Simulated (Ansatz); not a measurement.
# CH₅SSn radical: how energies converge with the basis set

Aim: see how fast density functionals converge with the basis set for CH₅SSn radical.

The runs use Ansatz 0.2.0, Gaussian basis; one geometry, several basis sets.

The runs, in order: PBE0-D4/def2-SVP; ωB97M-V/def2-SVP; PBE0-D4/def2-QZVPP; ωB97M-V/def2-QZVPP; the functionals' def2-TZVPP values are taken from earlier runs.

## Step 1: The geometry

The geometry comes from an earlier relaxation with PBE0-D4 in a triple-zeta def2 set; it is a stationary point, not always the lowest conformer. Sn takes the def2 core potential; no spin-orbit term is included.

SMILES `C[S][SnH2]`, 8 atoms, charge 0, spin multiplicity 2.

Atoms are counted from 1 here; the program's logs count them from 0.

Bond lengths: C1–S2 1.815 Å, C1–H4 1.090 Å, C1–H5 1.090 Å, C1–H6 1.090 Å, S2–Sn3 2.402 Å, Sn3–H7 1.731 Å, Sn3–H8 1.723 Å. Angles: S2–C1–H4 111.2°, S2–C1–H5 111.4°, S2–C1–H6 106.6°, H4–C1–H5 109.9°, H4–C1–H6 108.6°, H5–C1–H6 108.8°, C1–S2–Sn3 100.8°, S2–Sn3–H7 106.1°, S2–Sn3–H8 104.6°, H7–Sn3–H8 110.0°.

## Step 2: PBE0-D4 in def2-SVP

in.yaml

```yaml
crystal:
  periodic: [false, false, false]
  atoms:
    - {symbol: C, position_ang: [-0.678899, 1.155494, -0.442602]}
    - {symbol: S, position_ang: [-0.981253, -0.130389, 0.801592]}
    - {symbol: Sn, position_ang: [0.670733, -1.758718, 0.178994]}
    - {symbol: H, position_ang: [-0.974033, 0.820151, -1.436370]}
    - {symbol: H, position_ang: [0.366112, 1.464795, -0.450158]}
    - {symbol: H, position_ang: [-1.296840, 2.009761, -0.165405]}
    - {symbol: H, position_ang: [2.127326, -0.872502, -0.120933]}
    - {symbol: H, position_ang: [0.858954, -2.745592, 1.579082]}
basis:
  gaussian: {orbitals: def2-SVP}
magnetization: {spin_polarized: true, initial_magnetization: 1}
hamiltonian: {xc: pbe0, dispersion: d4}
output: {orbitals: {seedname: orbitals}}
```

Started as:

```
$ ansatz run in.yaml --threads 4 --pin off --events-out ev --progress --plain --max-ram 10444MiB
```

Further steps of the session: ωB97M-V in def2-SVP; PBE0-D4 in def2-QZVPP; ωB97M-V in def2-QZVPP.

Before running them: what should the planned runs give, taken together? Wanted: PBE0-D4: double and triple zeta above quadruple; ωB97M-V: double and triple zeta above quadruple.

**Answer**, as computed:

```
                                       quantity          value
PBE0-D4: double and triple zeta above quadruple  5.72, 0.45 eV
ωB97M-V: double and triple zeta above quadruple  5.81, 0.44 eV
```

**Reading.** PBE0-D4 gains 5.28 eV from double to triple zeta, then 0.45 eV more. These are total energies; as a rule much of such shifts cancels in differences, which this series doesn't test.
